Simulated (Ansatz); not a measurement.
# ClH5Sn: the cost of one run

Program: Ansatz 0.2.0. Level of theory: RKS PBE-D4/def2-mTZVP. These are calculated values, not measurements.

1 further run of the same task is left out (it didn't finish).

**1. The starting structure**

Bond lengths: Sn1–H3 1.740 Å, Sn1–H4 1.739 Å, Sn1–H5 1.739 Å, Sn1–Cl6 2.710 Å. Angles: H3–Sn1–H4 109.5°, H3–Sn1–H5 109.5°, H3–Sn1–Cl6 178.9°, H4–Sn1–H5 109.5°, H4–Sn1–Cl6 70.0°, H5–Sn1–Cl6 70.0°.

Coordinates:

```xyz
7

Sn    0.0000    0.0000    0.0000
H     0.0000    0.0000    2.0900
H     1.6408    0.0000   -0.5794
H    -0.8195    1.4198   -0.5794
H    -0.8195   -1.4198   -0.5794
Cl   -2.5717    0.0000    0.8545
H    -1.0358    0.0000    2.0916
```

**2. Pulling towards end A**

Springs on the bonds that form and break draw the guess towards this end; the thresholds are loose.

The input, input.yaml:

```yaml
crystal:
  periodic: [false, false, false]
  atoms:
    - { symbol: Sn, position_ang: [0.0, 0.0, 0.0] }
    - { symbol: H, position_ang: [0.0, 0.0, 2.09] }
    - { symbol: H, position_ang: [1.6408, 0.0, -0.5794] }
    - { symbol: H, position_ang: [-0.8195, 1.4198, -0.5794] }
    - { symbol: H, position_ang: [-0.8195, -1.4198, -0.5794] }
    - { symbol: Cl, position_ang: [-2.5717, 0.0, 0.8545] }
    - { symbol: H, position_ang: [-1.0358, 0.0, 2.0916] }
basis:
  gaussian: { orbitals: def2-mTZVP }
hamiltonian:
  xc: pbe
  dispersion: d4
relax:
  f_tol: 0.15
  max_steps: 25
  restrain:
    - { distance: [0, 5], at: 3.61, k: 30.0 }
    - { distance: [6, 1], at: 1.86, k: 30.0 }
    - { distance: [0, 1], at: 1.74, k: 30.0 }
    - { distance: [6, 5], at: 1.37, k: 30.0 }
output:
  orbitals: {}
```

Run with:

```console
ansatz run input.yaml --threads 1 --pin off --max-ram 2048MiB --backend cpu --events-out ev --progress --plain --runs-dir out
```

What time and memory should one allow on 1 thread of Arm Neoverse V1, shared host?

About 17 s, with a peak of 0.12 GiB.
